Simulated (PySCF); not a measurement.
# CH6AsB: electronic excitations and core binding energies

Wanted: the electronic excitations and core binding energies of CH6AsB (`BC[AsH2]`), by calculation.

The runs use PySCF 2.14.0, with density-fitted response routines of our own; the level of theory stands in each step. All values are computed, except where a source is named. Atoms are numbered from 0 throughout.

## (1) The starting structure

9 atoms, charge 0, multiplicity 1; geometry from: GFN2-xTB.

Bonds of the start (Å): B0–C1 1.54, C1–As2 2.01, B0–H3 1.17, B0–H4 1.17, C1–H5 1.09, C1–H6 1.09, As2–H7 1.50, As2–H8 1.50.

## (2) Ultraviolet spectrum: wB97X-D/def2-SVPD

What the job is given:

```
{"job": {"kind": "uv", "xc": "wB97X-D", "basis": "def2-SVPD", "nstates": 8, "ntriplets": 3}, "charge": 0, "multiplicity": 1}
B     -0.946117     0.592727    -0.074269
C     -0.323187    -0.795847    -0.318176
As     1.565389    -0.452285     0.274971
H     -0.903917     1.410916    -0.912452
H     -1.402056     0.858248     0.972392
H     -0.250025    -1.141352    -1.351227
H     -0.678852    -1.625095     0.296517
H      1.734354     0.857754    -0.440662
H      1.217972     0.300928     1.527726
```

Method: TDDFT wB97X-D/def2-SVPD, vertical, gas phase, core orbitals frozen in the response.

Run with:

```console
OMP_NUM_THREADS=1 python probes_run.py task.json out
```

This one command runs all jobs of the session in turn.

Output:

```text
coarse grid: 32528 points
cycle   1  E = -2302.1171025038  dE = -7.186e-01  |g| = 2.628e-01  |ddm| = 3.374e+00
cycle   2  E = -2302.1269824100  dE = -9.880e-03  |g| = 2.016e-01  |ddm| = 5.728e-01
cycle   3  E = -2302.1334090410  dE = -6.427e-03  |g| = 2.770e-02  |ddm| = 2.589e-01
cycle   4  E = -2302.1336664187  dE = -2.574e-04  |g| = 5.512e-03  |ddm| = 7.068e-02
cycle   5  E = -2302.1336850260  dE = -1.861e-05  |g| = 2.152e-03  |ddm| = 1.699e-02
cycle   6  E = -2302.1336872450  dE = -2.219e-06  |g| = 7.735e-04  |ddm| = 5.074e-03
final grid: 67728 points
cycle   7  E = -2302.1337431296  dE = -1.084e-06  |g| = 5.737e-04  |ddm| = 7.969e-03
cycle   8  E = -2302.1337432375  dE = -1.079e-07  |g| = 4.650e-04  |ddm| = 1.954e-03
cycle   9  E = -2302.1337433020  dE = -6.456e-08  |g| = 8.473e-05  |ddm| = 5.783e-04
cycle  10  E = -2302.1337433111  dE = -9.026e-09  |g| = 3.153e-05  |ddm| = 4.460e-04
cycle  11  E = -2302.1337433115  dE = -4.006e-10  |g| = 9.697e-06  |ddm| = 8.436e-05
converged SCF energy = -2302.1337433115

Static polarisability (au): isotropic 61.102, principal 52.572 56.080 74.653

Singlet excitations
state   eV       nm        f      main configurations
  1   5.8866    210.6   0.25637   H->L 0.88
  2   6.3723    194.6   0.00259   H-1->L 0.93
  3   6.7977    182.4   0.06585   H->L+1 0.85, H->L+3 0.08
  4   7.1047    174.5   0.06565   H->L+2 0.95
  5   7.1619    173.1   0.05477   H-2->L 0.36, H->L+3 0.28, H-4->L 0.17
  6   7.5705    163.8   0.01056   H-2->L 0.47, H->L+3 0.34, H->L+4 0.13
  7   7.9763    155.4   0.15581   H-4->L 0.69, H-2->L 0.13
  8   8.0344    154.3   0.00450   H-3->L 0.92

Triplet excitations (Tamm-Dancoff, eV): 4.9268 5.8091 6.0658
```

Run time: 10 s. Hardware: 1 thread of Arm Neoverse V1, shared host; peak memory 0.53 GiB.

The orbitals next to the gap, with their largest atomic shares:

```csv
orbital,eV,atoms
HOMO−3,-11.93,"As2 39 %, H8 21 %, H7 20 %"
HOMO−2,-11.53,"As2 34 %, C1 29 %, B0 10 %"
HOMO−1,-11.06,"B0 38 %, H4 20 %, H3 20 %"
HOMO,-9.36,"As2 56 %, C1 19 %, B0 9 %"
LUMO,0.73,"B0 44 %, As2 24 %, C1 10 %"
LUMO+1,1.86,"As2 35 %, B0 28 %, C1 9 %"
LUMO+2,2.38,"As2 63 %, H7 14 %, H8 13 %"
```

With each of the 8 states as a Gaussian band of 0.4 eV half-width at 1/e, the curve within the window shown has maxima at 211 nm (ε 10,000), 176 nm (ε 6,600), 156 nm (ε 6,700) L/(mol cm). Beyond the last state computed it falls off for lack of states. The curve at chosen wavelengths:

nm, ε (L/mol/cm) and a bar:
```
      149       2946 ######
      152       5208 #############
      156       6709 ##################
      159       6018 ################
      163       4465 ###########
      166       4213 ##########
      169       4892 ############
      173       6157 ################
      176       6566 #################
      180       6034 ################
      183       5082 #############
      186       4039 #########
      190       3107 ######
      193       3112 ######
      197       4286 ##########
      200       5887 ###############
      203       7719 #####################
      207       9719 ############################
      210      10390 ##############################
      214       9925 ############################
      217       8733 #########################
      220       7141 ###################
      224       4920 ############
      227       3465 #######
      231       1994 ##
      234       1243
```

Further results of this job:

```
           property  computed
  dipole moment (D)      0.72
polarisability (Å³)      9.05
 HOMO–LUMO gap (eV)     10.09
      −ε(HOMO) (eV)      9.36
```

## (3) Core-electron binding energies: SCAN, X2C

Settings changed since step 2:

```diff
@@ -1,2 +1,2 @@
-{"job": {"kind": "uv", "xc": "wB97X-D", "basis": "def2-SVPD", "nstates": 8, "ntriplets": 3}, "charge": 0, "multiplicity": 1}
+{"job": {"kind": "xps"}, "charge": 0, "multiplicity": 1}
 B     -0.946117     0.592727    -0.074269
```

Method: delta-SCF UKS SCAN, pcX-2 on the ionised atom, pcseg-1 elsewhere, spin-free X2C.

Output:

```text
ground state, core basis on atom 0 (B), 116 functions
  cycle   1  E = -2321.88984646  |g| = 3.71e-01
  cycle   2  E = -2321.82971654  |g| = 5.59e-01
  cycle   3  E = -2321.93020870  |g| = 5.73e-02
  cycle   4  E = -2321.93140026  |g| = 1.75e-02
  cycle   5  E = -2321.93150135  |g| = 5.41e-03
  cycle   6  E = -2321.93150816  |g| = 1.98e-03
  cycle   7  E = -2321.93151036  |g| = 5.00e-04
  cycle   8  E = -2321.93150821  |g| = 7.84e-05
  E(ground) = -2321.83630885 Eh
hole in B 1s of atom 0
  cycle   1  E = -2314.33690687  |g| = 1.16e+00
  cycle   2  E = -2312.80671186  |g| = 1.79e+00
  cycle   3  E = -2314.52421765  |g| = 5.28e-01
  cycle   4  E = -2314.65175230  |g| = 3.59e-01
  cycle   5  E = -2314.75522582  |g| = 4.63e-02
  cycle   6  E = -2314.75712653  |g| = 2.52e-02
  cycle   7  E = -2314.75792016  |g| = 1.03e-02
  cycle   8  E = -2314.75818716  |g| = 1.07e-02
  cycle   9  E = -2314.75837904  |g| = 9.96e-03
  cycle  10  E = -2314.75849586  |g| = 7.30e-03
  cycle  11  E = -2314.75860103  |g| = 3.78e-03
  cycle  12  E = -2314.75861288  |g| = 1.25e-03
  cycle  13  E = -2314.75861384  |g| = 3.28e-04
  E(ion) = -2314.66349730 Eh   <S^2> = 0.9629   hole on atom = 1.000   binding energy = 195.182 eV
ground state, core basis on atom 1 (C), 116 functions
  cycle   1  E = -2321.94045396  |g| = 5.68e-02
  cycle   2  E = -2321.94038284  |g| = 2.03e-02
  cycle   3  E = -2321.94028104  |g| = 2.65e-02
  cycle   4  E = -2321.94051047  |g| = 1.83e-03
  cycle   5  E = -2321.94051038  |g| = 4.30e-04
  E(ground) = -2321.84397269 Eh
hole in C 1s of atom 1
  cycle   1  E = -2310.69675892  |g| = 1.51e+00
  cycle   2  E = -2309.90596213  |g| = 1.86e+00
  cycle   3  E = -2311.21279780  |g| = 3.63e-01
  cycle   4  E = -2311.26767546  |g| = 1.06e-01
  cycle   5  E = -2311.27385453  |g| = 2.16e-02
  cycle   6  E = -2311.27418888  |g| = 8.14e-03
  cycle   7  E = -2311.27423614  |g| = 3.53e-03
  cycle   8  E = -2311.27424661  |g| = 1.03e-03
  cycle   9  E = -2311.27424731  |g| = 4.35e-04
  E(ion) = -2311.17637218 Eh   <S^2> = 0.7711   hole on atom = 1.000   binding energy = 290.280 eV
```

Run time: 8.5 s. Hardware: 1 thread of Arm Neoverse V1, shared host; peak memory 0.37 GiB.

Binding energies by hole, beside the orbital energy of the ground state; the difference holds orbital relaxation and, for a density functional, its self-interaction error:

```csv
hole,stands for,environment,ΔSCF (eV),−ε (eV),⟨S²⟩
B1s on B0,B0,"boron bonded to C, 2 H",195.18 (doubtful),179.7,0.963
C1s on C1,C1,sp3 CH2 bonded to As and B,290.28,273.6,0.771
```

Doubtful: the ion did not converge, its hole moved, or its ⟨S²⟩ is well above 0.75.

## (4) Outcome

```
                          quantity                        value
lowest singlet (wB97X-D/def2-SVPD)  5.89 eV (211 nm), f = 0.256
                    lowest triplet                      4.93 eV
  C1s binding energies, SCAN/pcX-2                 C1 290.28 eV
```

The first singlet state (HOMO→LUMO 0.88) lies at 5.89 eV and is bright. The lowest triplet lies 0.96 eV below the lowest singlet (triplets in Tamm-Dancoff, singlets in full TDDFT).
